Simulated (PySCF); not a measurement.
# Nd(OH)2: other functionals and bases at one geometry

The task here is to estimate one member of a computed series from the others.

Method: several levels, as the steps say, no spin–orbit coupling; program: PySCF 2.14.0.

1 further run of the same task is left out (for a known fault of the program).

## The system as given

5 atoms, charge 0, spin multiplicity 1.

Bond lengths: Nd1–O2 2.198 Å, Nd1–O4 2.198 Å, O2–H3 0.959 Å, O4–H5 0.959 Å. Angles: O2–Nd1–O4 127.0°, Nd1–O2–H3 165.3°, Nd1–O4–H5 165.3°.

Coordinates:

```
Nd    0.00000    0.00000   -0.42989
O     1.96695   -0.03839    0.55125
H     2.68797   -0.05226    1.18359
O    -1.96695    0.03839    0.55125
H    -2.68797    0.05226    1.18359
```

Formal oxidation states: Nd +2. Each metal's 4 4f electrons lie in its core potential, so multiplicities, spins and levels count the valence alone. An earlier session relaxed this geometry at PBE0, Nd lcecp-0-SVP with ECP50, O def2-SVP, H def2-SVP (singlet, point group C2v).

At PBE0 on the finer grid: E = -179.228923 Eh, frontier levels not given, since the 4f levels lie in the core, Mulliken charge on Nd1 +0.87 e, largest force component 0.016 eV/Å. 

Levels to run: r2SCAN; wB97X; PBE0, TZVP. Hardware: 2 threads of Intel Xeon Platinum 8259CL at 2.50GHz (Skylake/Cascade Lake), shared host.

The first run:

File run.py (the lines that set the calculation):

```python
mol = gto.M(atom='''
Nd     0.00000     0.00000    -0.42989
O      1.96695    -0.03839     0.55125
H      2.68797    -0.05226     1.18359
O     -1.96695     0.03839     0.55125
H     -2.68797     0.05226     1.18359''',
    basis={'Nd': 'lcecp-0-SVP', 'O': 'def2-SVP', 'H': 'def2-SVP'},
    ecp={'Nd': 'lcecp-0-SVP'},
    charge=0, spin=0)
mf = dft.RKS(mol, xc='R2SCAN')
mf.grids.atom_grid = (75, 302)  # f atoms: unpruned, at least (60, 302)
mf = mf.density_fit()  # fitting sets: Nd AutoAux, O def2-universal-JKFIT, H def2-universal-JKFIT
mf.conv_tol = 1e-08; mf.max_cycle = 55
mf.kernel(dm0)  # dm0: the density of the relaxed state
```

Command:

```
$ OMP_NUM_THREADS=2 python run.py
```

Steps of the session up to this table: r2SCAN; wB97X; PBE0, TZVP.

One of the session's tables, all rows but one given; the rest of the session is left out.

| level | charge on Nd1 (e) | dipole (D) | largest force component (eV/Å) |
| --- | --- | --- | --- |
| PBE0 (relaxed here) | 0.87 | 3.47 | 0.02 |
| r2SCAN | 0.84 | 3.42 | 0.20 |
| wB97X | ? | ? | ? |
| PBE0, TZVP | 1.21 | 3.83 | 0.21 |

Estimate the missing values for wB97X.

As computed: charge on Nd1 (e): 0.90; dipole (D): 3.66; largest force component (eV/Å): 0.17. In the column «charge on Nd1 (e)» it lies between PBE0 (relaxed here) (0.87) and PBE0, TZVP (1.21).

The largest leftover force, 0.21 eV/Å with PBE0, TZVP, stands at a geometry relaxed at another level. With 4f in the core, its levels are missing from HOMO and gap, and its count is fixed, so no charge can pass from the ligands into it. Total energies of different levels can't be compared.
